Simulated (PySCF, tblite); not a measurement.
# C6H10NP: geometry, infrared bands and NMR shifts

What infrared bands and NMR shifts should C6H10NP (`N#CCPC1CCC1`) show?

The runs use tblite 0.8.0 and PySCF 2.14.0, with density-fitted response routines of our own; the level of theory stands in each step. All values are computed, except where a source is named. Atoms are numbered from 0 throughout.

### Step 1. The molecule as given

18 atoms, charge 0, multiplicity 1; geometry from: force field or distance geometry start.

Bonds of the start (Å): N0–C1 1.15, C1–C2 1.46, C2–P3 1.85, P3–C4 1.87, C4–C5 1.51, C5–C6 1.52, C6–C7 1.52, C7–C4 1.51, C2–H8 1.10, C2–H9 1.11, P3–H10 1.43, C4–H11 1.11, C5–H12 1.11, C5–H13 1.10, C6–H14 1.10, C6–H15 1.11, C7–H16 1.11, C7–H17 1.11.

### Step 2. Optimising the geometry with GFN2-xTB

The job: settings as JSON, then the geometry in Å.

```
{"job": {"kind": "relax", "xc": "GFN2-xTB", "basis": "xTB"}, "charge": 0, "multiplicity": 1}
N     -3.422200     0.947600     1.455800
C     -3.058900     0.220400     0.637800
C     -2.558500    -0.731300    -0.356200
P     -0.947200    -0.217400    -1.106100
C      0.299000     0.316400     0.187600
C      1.491300     0.866500    -0.549300
C      2.409100     0.133500     0.411800
C      1.225900    -0.781300     0.666700
H     -2.412500    -1.689100     0.155900
H     -3.283700    -0.857200    -1.192400
H     -1.090900     0.838300    -2.053600
H     -0.117800     0.936700     1.012600
H      1.596500     0.384000    -1.543100
H      1.604400     1.963100    -0.557900
H      3.234200    -0.350200    -0.122300
H      2.714000     0.751500     1.278400
H      1.227400    -1.627200    -0.054100
H      1.081500    -1.098000     1.716600
```

Launch:

```sh
> OMP_NUM_THREADS=1 python probes_run.py task.json out
```

One launch serves the whole session: the jobs run in the order shown.

**Question.** This job is followed by: GFN2-xTB harmonic vibrations, gas phase; GIAO PBE0/pcSseg-1 NMR shielding, non-relativistic, gas phase. What will the session give for the following? strongest single infrared mode (GFN2-xTB); zero-point energy (GFN2-xTB); 13C shifts against TMS (PBE0/pcSseg-1, means over atoms taken as alike); 1H shifts against TMS (PBE0/pcSseg-1, means over atoms taken as alike); 15N shifts against NH3 (PBE0/pcSseg-1); 31P shifts against H3PO4 (PBE0/pcSseg-1).

The runs gave:

```
                                                               quantity                                         value
                              strongest single infrared mode (GFN2-xTB)                         2392 cm⁻¹, 252 km/mol
                                           zero-point energy (GFN2-xTB)                                 90.6 kcal/mol
13C shifts against TMS (PBE0/pcSseg-1, means over atoms taken as alike)              123.8, 27.3, 26.0, 20.2, 8.1 ppm
 1H shifts against TMS (PBE0/pcSseg-1, means over atoms taken as alike)  3.71, 3.66, 2.37, 2.31, 2.15, 2.06, 1.96 ppm
                                 15N shifts against NH3 (PBE0/pcSseg-1)                                     298.4 ppm
                               31P shifts against H3PO4 (PBE0/pcSseg-1)                                     -67.6 ppm
```

**Reading.** Relaxing lowered the energy by 0.997 eV in 87 steps; the close pair that moved most is C4–C5, from 1.506 to 1.540 Å. No mode is imaginary among the 48: a minimum at this level. The strongest single mode, at 2392 cm⁻¹, moves mainly C1 and N0. GFN2-xTB is a fitted tight-binding method: band positions and strengths are rough. Its intensities can rank the bands wrongly. The most deshielded carbon is C1 (nitrile carbon), at 123.8 ppm: C≡N carbons fall here, among the sp2 signals but without a proton. At PBE0/pcSseg-1: Shielding is most anisotropic at N0 (span 490 ppm, paramagnetic term -371 ppm).
